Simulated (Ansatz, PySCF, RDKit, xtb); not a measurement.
**Solving CH3FSe, step by step**

Task: start from the formula CH3FSe, draw up candidate structures, narrow them down in stages, and characterise the one that lies lowest at 298.15 K.

Plan: many cheap relaxations first (GFN2-xTB), then density-functional screening, relaxation at B3LYP-D3(BJ)/def2-SVP, vibrations and a final energy. The numbers are computed, not measured.

4 further runs of the same task are left out: 4 set aside as unsound or not needed.

## 1. Candidates

A program enumerates the bonding patterns with one Lewis structure each (two rings at most, one unusual centre or charged pair), with their diastereomers. O–O, O–halogen and N–halogen bonds and N–N–N chains are not drawn. That gives 3 candidates.

```tsv
label	SMILES	spin
c649	C[Se]F	singlet
c678	FC[SeH]	singlet
c812	C=[SeH]F	singlet
```

Candidates are built by distance geometry, with a force field where one applies, in up to four conformers (letters a to d). 16 starts with atoms placed at random are added, to find patterns that the rules miss.

**Question.** With final energies at CCSD(T)/def2-TZVPP, which structure will this search put lowest in free energy, and by what margin?

| quantity | value |
| --- | --- |
| lowest structure found | FC[SeH], singlet, C1 |
| next finalist | C[Se]F, singlet, 5.3 kcal/mol higher in G |
| share at equilibrium, among the finalists | 100.0 % |
| harmonic wavenumbers, lowest and highest (B3LYP-D3(BJ)/def2-SVP) | 236 and 3137 cm⁻¹ |
| rotational constants, same geometry | 1.168, 0.1171, 0.1115 cm⁻¹ |
| dipole moment (PBE0/def2-TZVPD) | 1.43 D |
| HOMO energy (PBE0/def2-TZVPD) | -7.14 eV |
| LUMO energy (PBE0/def2-TZVPD) | -0.47 eV |
| HOMO–LUMO gap (PBE0/def2-TZVPD) | 6.67 eV |
| lowest excitation (TD-B3LYP/def2-SVPD) | 4.95 eV (f = 0.006) |
| strongest of the states computed, same level | 7.84 eV (f = 0.102) |
| lowest triplet excitation, same level, Tamm-Dancoff | 4.51 eV |
| vertical ionisation energy | 9.54 eV |
| vertical electron affinity | -0.80 eV (unbound: the value depends on the basis) |
| vertical triplet less singlet | +4.62 eV |

The lowest structure found is `FC[SeH]`. The margin of 5.3 kcal/mol over the next finalist is beyond the usual error of the last level; it says nothing of structures that weren't ranked. HF/STO-3G, r2SCAN-D4/def2-SVP, B3LYP-D3(BJ)/def2-SVP, HF/def2-TZVPP and MP2/def2-TZVPP already put its bonding pattern lowest among the structures in one piece; GFN2-xTB favours the singlet C[Se]F. The search is not exhaustive (a finite list of starts, one conformer a finalist), so a lower isomer can't be ruled out. Patterns outside the rules of the enumeration were met only by chance.
